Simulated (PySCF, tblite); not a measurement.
# C₇H₃FO₃: excited states

What do calculations give for the excited states of C₇H₃FO₃ (`O=CC1=CC(=O)C(F)=CC1=O`)?

Programs: tblite 0.8.0 and PySCF 2.14.0, with routines of our own; each step states its level. All values are computed. Atoms count from 0.

## 1. The starting structure

14 atoms, charge 0, multiplicity 1; geometry from: force field or distance geometry start.

## 2. Relaxing the molecule with GFN2-xTB

Job settings and geometry (Å):

```
{"job": {"kind": "relax", "xc": "GFN2-xTB", "basis": "xTB"}, "charge": 0, "multiplicity": 1}
O     -3.134000    -0.749100    -0.255200
C     -2.392900     0.220000    -0.173300
C     -0.906700     0.075700    -0.060600
C     -0.386200    -1.143800    -0.082000
C      1.071700    -1.362800     0.029800
O      1.539200    -2.490300     0.009900
C      1.907100    -0.142800     0.124700
F      3.242800    -0.337000     0.220000
C      1.400700     1.080100     0.140500
C     -0.064300     1.280600     0.047700
O     -0.534900     2.409600     0.051400
H     -2.774600     1.246700    -0.149400
H     -0.992800    -2.050100    -0.140900
H      2.024300     1.962800     0.215000
```

Run with:

```bash
$ OMP_NUM_THREADS=2 python excited_run.py task.json out
```

The driver reads the jobs from task.json and runs them one after another.

Standard output:

```text
step      E/eV     max force
  0    -907.32105    1.759
  1    -907.33436    2.266
  2    -907.39142    0.294
  3    -907.39685    0.282
  4    -907.40632    0.246
  5    -907.41138    0.182
  6    -907.41248    0.141
  7    -907.41354    0.093
  8    -907.41485    0.076
  9    -907.41528    0.080
 10    -907.41619    0.078
 11    -907.41688    0.081
 12    -907.41743    0.068
 13    -907.41778    0.059
 14    -907.41814    0.060
 15    -907.41847    0.048
 16    -907.41869    0.038
 17    -907.41888    0.034
 18    -907.41908    0.032
 19    -907.41925    0.029
 20    -907.41936    0.031
 21    -907.41941    0.023
 22    -907.41944    0.012
 23    -907.41946    0.006
```

Wall time 0.2 s (2 threads of Arm Neoverse N1, shared host).

Along the way:

```csv
step,energy from step 0 (eV),largest force (eV/Å)
0,0.0000,1.7589
1,-0.0133,2.2664
2,-0.0704,0.2938
3,-0.0758,0.2815
4,-0.0853,0.2456
5,-0.0903,0.1825
6,-0.0914,0.1407
7,-0.0925,0.0932
8,-0.0938,0.0757
9,-0.0942,0.0799
10,-0.0951,0.0783
11,-0.0958,0.0812
12,-0.0964,0.0675
13,-0.0967,0.0594
14,-0.0971,0.0597
15,-0.0974,0.0483
16,-0.0976,0.0378
17,-0.0978,0.0340
18,-0.0980,0.0324
19,-0.0982,0.0287
20,-0.0983,0.0307
21,-0.0984,0.0226
22,-0.0984,0.0124
23,-0.0984,0.0062
```

Distances of close pairs at the start and the end, largest changes first:

```csv
bond,before (Å),after (Å),change (Å)
O0–C1,1.223,1.200,-0.023
C6–F7,1.353,1.331,-0.022
C2–C3,1.326,1.344,+0.017
C2–C9,1.474,1.491,+0.016
C6–C8,1.324,1.338,+0.014
C4–O5,1.221,1.208,-0.013
C9–O10,1.223,1.211,-0.012
C8–C9,1.482,1.470,-0.012
```

The end geometry stands in the next job.

## 3. Harmonic vibrations with GFN2-xTB

Job settings and geometry (Å):

```
{"job": {"kind": "ir", "xc": "GFN2-xTB", "basis": "xTB"}, "charge": 0, "multiplicity": 1}
O     -3.157685    -0.687686    -0.256279
C     -2.384222     0.224589    -0.164011
C     -0.909350     0.056466    -0.064095
C     -0.357593    -1.168551    -0.070391
C      1.095529    -1.403286     0.023725
O      1.593456    -2.503431     0.017040
C      1.897487    -0.151217     0.128684
F      3.214684    -0.324812     0.215833
C      1.366992     1.076653     0.136861
C     -0.083727     1.293062     0.041610
O     -0.574971     2.399988     0.048658
H     -2.705611     1.278757    -0.145586
H     -0.986775    -2.046925    -0.148314
H      1.991108     1.955922     0.214099
```

Standard output:

```text
mode    cm-1     km/mol
  1      40.4      0.12
  2      93.8     28.00
  3     145.6      0.31
  4     149.4      3.97
  5     168.3      4.61
  6     275.0      1.21
  7     324.6      5.34
  8     326.5      3.80
  9     364.2      2.44
 10     381.8     15.00
 11     461.8      2.96
 12     547.7     35.76
 13     617.3      0.10
 14     633.7      0.56
 15     683.4      9.02
 16     733.9      0.56
 17     739.5     20.17
 18     842.2      1.92
 19     868.4     12.77
 20     892.4     65.79
 21     941.2      0.42
 22    1074.9      1.89
 23    1117.8    227.56
 24    1150.4    139.15
 25    1197.9     24.91
 26    1265.3     41.15
 27    1277.7     45.07
 28    1356.2     13.05
 29    1621.9     10.03
 30    1644.1    119.96
 31    1698.4    183.25
 32    1710.5    403.27
 33    1761.0    185.74
 34    2843.5     33.12
 35    3063.4      0.92
 36    3089.5      0.94
```

It took 0.63 s on 2 threads of Arm Neoverse N1, shared host.

Which atoms move in the most intense modes:

```csv
cm⁻¹,km/mol,atoms
892,65.8,"H13 33 %, H12 27 %, C8 11 %"
1118,227.6,"C4 38 %, C3 20 %, C6 15 %, F7 11 %"
1150,139.2,"H13 27 %, H12 25 %, C9 16 %, C2 10 %"
1278,45.1,"C6 32 %, H13 17 %, C4 13 %, H12 12 %"
1644,120.0,"C6 35 %, C8 32 %"
1698,183.2,"C9 56 %, O10 37 %"
1710,403.3,"C4 56 %, O5 37 %"
1761,185.7,"C1 56 %, O0 39 %"
```

## 4. Excited states: TDA PBE0/def2-SVPD

The job, as its differences from that of step 3:

```diff
@@ -1,2 +1,2 @@
-{"job": {"kind": "ir", "xc": "GFN2-xTB", "basis": "xTB"}, "charge": 0, "multiplicity": 1}
+{"job": {"kind": "states", "xc": "PBE0", "basis": "def2-SVPD", "tda": true, "soc": true, "nstates": 6, "ntriplets": 4, "nquad": 4}, "charge": 0, "multiplicity": 1}
 O     -3.157685    -0.687686    -0.256279
```

Level: TDA PBE0/def2-SVPD excited states, vertical, gas phase, spin-orbit mean-field couplings.

Standard output:

```text
coarse grid: 13808 points
cycle   1  E = -592.4975278166  dE =  2.332e+00  |g| = 1.310e+00  |ddm| = 7.675e+00
cycle   2  E = -590.8887486368  dE =  1.609e+00  |g| = 3.117e+00  |ddm| = 8.468e+00
cycle   3  E = -592.8477108016  dE = -1.959e+00  |g| = 1.659e-01  |ddm| = 7.051e+00
cycle   4  E = -592.8502153605  dE = -2.505e-03  |g| = 1.335e-01  |ddm| = 6.193e-01
cycle   5  E = -592.8539950713  dE = -3.780e-03  |g| = 3.603e-02  |ddm| = 2.683e-01
cycle   6  E = -592.8542708287  dE = -2.758e-04  |g| = 1.151e-02  |ddm| = 8.649e-02
cycle   7  E = -592.8542950646  dE = -2.424e-05  |g| = 4.477e-03  |ddm| = 2.445e-02
cycle   8  E = -592.8542987824  dE = -3.718e-06  |g| = 1.622e-03  |ddm| = 9.178e-03
final grid: 139800 points
cycle   9  E = -592.9571798144  dE =  9.177e-06  |g| = 1.770e-02  |ddm| = 2.387e-01
cycle  10  E = -592.9569261307  dE =  2.537e-04  |g| = 3.989e-02  |ddm| = 8.088e-02
cycle  11  E = -592.9572409864  dE = -3.149e-04  |g| = 1.156e-03  |ddm| = 5.943e-02
cycle  12  E = -592.9572412281  dE = -2.417e-07  |g| = 4.763e-04  |ddm| = 2.642e-03
cycle  13  E = -592.9572412710  dE = -4.293e-08  |g| = 2.109e-04  |ddm| = 1.147e-03
cycle  14  E = -592.9572412811  dE = -1.009e-08  |g| = 5.883e-05  |ddm| = 4.009e-04
cycle  15  E = -592.9572412817  dE = -5.875e-10  |g| = 2.176e-05  |ddm| = 1.204e-04
converged SCF energy = -592.9572412817

Singlet excitations
state   eV       nm        f     d(h-e)  d(exc)  Lambda  PR(NTO)  |dmu|/D   mu/D   main configurations
  1   2.1350   580.7   0.00000   1.436   3.442   0.454   1.036    3.646    3.390   H->L 0.94
  2   2.7842   445.3   0.00000   1.198   3.142   0.496   1.029    2.264    2.371   H-1->L 0.94
  3   3.1033   399.5   0.00002   1.611   3.213   0.455   1.247    3.578    3.854   H-3->L 0.84, H->L+1 0.10
  4   3.5679   347.5   0.00774   0.689   3.136   0.671   1.043    1.871    3.475   H-2->L 0.96
  5   4.0532   305.9   0.00019   1.555   3.543   0.479   1.182                     H->L+1 0.82, H-3->L 0.09
  6   4.9047   252.8   0.20644   0.184   3.530   0.799   1.700                     H-4->L 0.69, H-2->L+1 0.25

Triplet excitations (Tamm-Dancoff)
state   eV     d(h-e)  d(exc)  Lambda  PR(NTO)   main configurations
  1   1.7770   0.956   3.251   0.455   1.101   H->L 0.84
  2   2.2710   0.821   3.039   0.491   1.084   H-1->L 0.87
  3   2.5374   0.211   2.771   0.687   1.117   H-2->L 0.83, H-4->L 0.10
  4   2.6119   1.354   2.939   0.457   1.533   H-3->L 0.69, H->L+1 0.21
S1 - T1 = 0.3580 eV

Spin-orbit couplings |<S|Hso|T>| (cm-1)
             T1       T2       T3       T4
S0       54.101   17.574    0.112   38.396
S1        0.755    1.814    9.065    5.483
S2        2.443    0.138    5.288    0.828
S3        6.085    1.511   11.201    0.641
S4        6.656    0.438    0.039    9.430
S5        3.750    0.154    0.943    0.480
S6       10.720   22.080    0.063    9.845
T1 sublevels (cm-1): 0.000 0.006 0.202   radiative rates (1/s): 0.00034 59.6 172
```

Wall time 80 s (2 threads of Arm Neoverse N1, shared host); peak memory 1 GiB.

Key values:

```csv
quantity,value
S1 less T1,0.36 eV
```

## 5. Excited states: TDDFT CAM-B3LYP/def2-SVPD

The job, as its differences from that of step 4:

```diff
@@ -1,2 +1,2 @@
-{"job": {"kind": "states", "xc": "PBE0", "basis": "def2-SVPD", "tda": true, "soc": true, "nstates": 6, "ntriplets": 4, "nquad": 4}, "charge": 0, "multiplicity": 1}
+{"job": {"kind": "states", "xc": "CAM-B3LYP", "basis": "def2-SVPD", "tpa": true, "nstates": 6, "nquad": 5, "ntriplets": 0}, "charge": 0, "multiplicity": 1}
 O     -3.157685    -0.687686    -0.256279
```

Level: TDDFT CAM-B3LYP/def2-SVPD excited states, vertical, gas phase, two-photon moments by quadratic response.

Standard output:

```text
coarse grid: 13808 points
cycle   1  E = -592.7969877004  dE =  2.606e+00  |g| = 1.440e+00  |ddm| = 8.283e+00
cycle   2  E = -591.7220072933  dE =  1.075e+00  |g| = 2.821e+00  |ddm| = 7.271e+00
cycle   3  E = -593.2341859240  dE = -1.512e+00  |g| = 1.219e-01  |ddm| = 5.418e+00
cycle   4  E = -593.2356828809  dE = -1.497e-03  |g| = 1.004e-01  |ddm| = 4.689e-01
cycle   5  E = -593.2377836634  dE = -2.101e-03  |g| = 2.480e-02  |ddm| = 2.022e-01
cycle   6  E = -593.2379092442  dE = -1.256e-04  |g| = 9.912e-03  |ddm| = 7.106e-02
cycle   7  E = -593.2379311206  dE = -2.188e-05  |g| = 3.546e-03  |ddm| = 2.597e-02
cycle   8  E = -593.2379338003  dE = -2.680e-06  |g| = 1.591e-03  |ddm| = 1.103e-02
final grid: 139800 points
cycle   9  E = -593.3612653593  dE = -3.491e-05  |g| = 5.177e-03  |ddm| = 1.705e-01
cycle  10  E = -593.3612581021  dE =  7.257e-06  |g| = 8.253e-03  |ddm| = 1.951e-02
cycle  11  E = -593.3612704946  dE = -1.239e-05  |g| = 7.352e-04  |ddm| = 1.140e-02
cycle  12  E = -593.3612705826  dE = -8.799e-08  |g| = 2.719e-04  |ddm| = 1.340e-03
cycle  13  E = -593.3612705954  dE = -1.279e-08  |g| = 7.764e-05  |ddm| = 6.198e-04
cycle  14  E = -593.3612705968  dE = -1.411e-09  |g| = 1.845e-05  |ddm| = 1.887e-04
cycle  15  E = -593.3612705969  dE = -7.549e-11  |g| = 9.204e-06  |ddm| = 4.774e-05
converged SCF energy = -593.3612705969

Singlet excitations
state   eV       nm        f     d(h-e)  d(exc)  Lambda  PR(NTO)  |dmu|/D   mu/D   delta(TPA)   sigma/GM   main configurations
  1   2.5859   479.5   0.00000   0.936   3.149   0.451   1.130    2.409    2.609        0.01      0.000   H->L 0.83
  2   3.1031   399.5   0.00000   0.832   2.943   0.484   1.115    1.830    1.889        0.01      0.000   H-2->L 0.86
  3   3.4302   361.4   0.00007   1.195   2.780   0.450   1.699    2.975    3.389        0.00      0.000   H-3->L 0.63, H->L+1 0.27
  4   3.7506   330.6   0.00527   0.520   2.995   0.673   1.038    1.416    3.071       83.32      0.429   H-1->L 0.95
  5   4.7576   260.6   0.00017   1.920   3.675   0.463   1.352    5.369    4.456        0.28      0.002   H->L+1 0.53, H-3->L 0.24, H->L 0.10
  6   5.0251   246.7   0.33692   0.240   3.287   0.792   1.331                                            H-4->L 0.89
```

Wall time 2 min (2 threads of Arm Neoverse N1, shared host); peak memory 1.3 GiB.

## 6. Outcome

```
                                 quantity                  value
strongest single infrared mode (GFN2-xTB)  1710 cm⁻¹, 403 km/mol
             zero-point energy (GFN2-xTB)          51.6 kcal/mol
  S1 less T1 (step 4, TDA PBE0/def2-SVPD)                0.36 eV
```

In words: All 36 modes are real, so the xTB geometry is a minimum. The strongest single mode, at 1710 cm⁻¹, moves mainly C4 and O5. Unscaled tight-binding wavenumbers are off by several per cent, some by more. Its intensities can rank the bands wrongly. In step 4, the number of triplets below S1 is 1, and the largest singlet-triplet spin-orbit coupling is S0–T1, 54.10 cm⁻¹.
